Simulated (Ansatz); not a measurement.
Write a Python script for Ansatz 0.2.0, Python API that makes a relaxation of cell and ions of Sn, space group Im-3m. Settings: r2SCAN, PAW, the default cutoff (500 eV here), 11×11×11 k-points, cold smearing of 0.1 eV.

```xyz
1
Lattice="-1.8947 1.8947 1.8947 1.8947 -1.8947 1.8947 1.8947 1.8947 -1.8947" Properties=species:S:1:pos:R:3 pbc="T T T"
Sn    0.0000    0.0000    0.0000
```

`vcrelax_sn.py`:
```python
# -*- coding: utf-8 -*-
from dataclasses import dataclass

import ansatz as az
from ase import Atoms
from ase.io import write
import matplotlib.pyplot as plt
import numpy as np


@dataclass(frozen=True)
class RunConfig:
    xc: str = "r2scan"
    k_spacing: float = 0.22
    force_tol: float = 0.005


opts = RunConfig()

def edges_and_angles(cell):
    cell = np.asarray(cell)
    a, b, c = np.linalg.norm(cell, axis=1)
    cosines = cell[1] @ cell[2] / (b * c), cell[0] @ cell[2] / (a * c), cell[0] @ cell[1] / (a * b)
    return (a, b, c, *np.degrees(np.arccos(cosines)))

lattice = az.Lattice.of(
    (-1.894652, 1.894652, 1.894652),
    (1.894652, -1.894652, 1.894652),
    (1.894652, 1.894652, -1.894652),
)
sites = [
    ("Sn", (0.0, 0.0, 0.0)),
]
structure = az.Crystal(lattice=lattice)
for symbol, position in sites:
    structure = structure.atom(symbol, position)

job = (
    structure.calculation()
    .functional(opts.xc)
    .kpoints(spacing=opts.k_spacing)
    .pseudopotentials("paw")
    .occupations(az.OccupationsMethod.COLD)
    .relax(force_tolerance=opts.force_tol, max_steps=60, cell=True)
)
steps = []


def collect(event):
    if event["event"] == "relax_step":
        steps.append(event["data"])


result = job.session().plan().execute(on_event=collect)
report = result.report
for s in steps:
    flag = "" if s["accepted"] else "  (rejected)"
    print("step %2d  E = %.5f eV  largest force component = %.4f eV/A%s" % (s["step"], s["lagrangian_ev"], s["allowed_force_max_ev_ang"], flag))

first, last = steps[0], steps[-1]
symbols = [site.symbol for site in result.lattice.sites]
print(f"energy gained {first['lagrangian_ev'] - last['lagrangian_ev']:.4f} eV in {len(steps) - 1} steps")
for label, vectors in (("before", first["cell_ang"]), ("after", result.lattice.cell_ang)):
    print(label, "a b c (A) {:.4f} {:.4f} {:.4f}  angles {:.2f} {:.2f} {:.2f}".format(*edges_and_angles(vectors)), f" V = {abs(np.linalg.det(vectors)):.3f} A^3")
print("final stress xx yy zz (GPa, compression positive):", np.round(np.diag(report["stress_gpa"]), 3) + 0.0)

print("atom   start x y z (A)              end x y z (A)")
for symbol, a, b in zip(symbols, first["positions_ang"], last["positions_ang"]):
    print(f"{symbol:3s}", " ".join(f"{v:8.4f}" for v in a), "  ", " ".join(f"{v:8.4f}" for v in b))

fig, (top, bottom) = plt.subplots(2, 1, sharex=True, figsize=(4.5, 4))
top.plot([s["lagrangian_ev"] - last["lagrangian_ev"] for s in steps], "o-")
top.set_ylabel("E - E(final) (eV)")
bottom.semilogy([max(s["allowed_force_max_ev_ang"], 1e-6) for s in steps], "s-")
bottom.set(xlabel="step", ylabel="largest force (eV/A)")
fig.tight_layout()
fig.savefig("relax.png", dpi=100)

relaxed = Atoms(symbols, positions=[site.position_ang for site in result.lattice.sites], cell=result.lattice.cell_ang, pbc=True)
write("relaxed.vasp", relaxed, format="vasp")

n_atoms = len(report["lattice"]["sites"])
print("F =", round(report["free_energy_ev"], 4), "eV for", n_atoms, "atoms")
print("E(sigma -> 0) =", round(report["energy_sigma0_ev"], 4), "eV, TS =", round(report["entropy_ts_ev"], 5), "eV")
print("closed by", report["closed_by"], "after", report["n_iterations"], "iterations")
```

```console
$ python vcrelax_sn.py
DeckWarning: basis.ecutwfc = 500 eV, auto-derived from the records' recommended cutoffs: set by Sn (their level for a meta-GGA)
step  1  E = -6038.38668 eV  largest force component = 0.0000 eV/A
step  2  E = -6038.38670 eV  largest force component = 0.0000 eV/A
step  3  E = -6038.38670 eV  largest force component = 0.0000 eV/A
energy gained 0.0000 eV in 2 steps
before a b c (A) 3.2816 3.2816 3.2816  angles 109.47 109.47 109.47  V = 27.205 A^3
after a b c (A) 3.2789 3.2789 3.2789  angles 109.47 109.47 109.47  V = 27.137 A^3
final stress xx yy zz (GPa, compression positive): [0.017 0.017 0.017]
atom   start x y z (A)              end x y z (A)
Sn    0.0000   0.0000   0.0000      0.0000   0.0000   0.0000
F = -6038.3867 eV for 1 atoms
E(sigma -> 0) = -6038.3871 eV, TS = -0.00123 eV
closed by deck_thresholds after 4 iterations
```
(Warnings from the package without file and line.)

`relaxed.vasp`, as written:
```text
Sn
 1.0000000000000000
    -1.8930709423433199    1.8930709423433199    1.8930709423433199
     1.8930709423433199   -1.8930709423433199    1.8930709423433199
     1.8930709423433199    1.8930709423433199   -1.8930709423433199
 Sn
   1
Cartesian
  0.0000000000000000  0.0000000000000000  0.0000000000000000
```

What to keep in mind:
- Absolute energies stand on the zero of these potentials, so only differences at equal settings mean something. A total without «per atom» is that of the cell as typed.
- The negative TS is no error: cold and Methfessel-Paxton smearing have a generalised entropy.
- For a metal this k-point mesh is coarse: on a finer one energies can move by several to tens of meV an atom and pressures by half a GPa or more, differences at one mesh by less.
- Energies along a relaxation are free energies. Rows at an unchanged volume are solved on a plane-wave basis chosen afresh for that cell, so the energy jumps there and such rows are no steps of the walk.
- Edges and angles are those of the cell as typed, here a primitive one, not of the conventional cell.
- This isn't the structure that Sn takes at ambient conditions.
- Run time: 6.3 s on 1 thread of Intel(R) Xeon(R) Processor @ 2.30GHz, with other jobs on the host, peak memory 0.63 GiB.
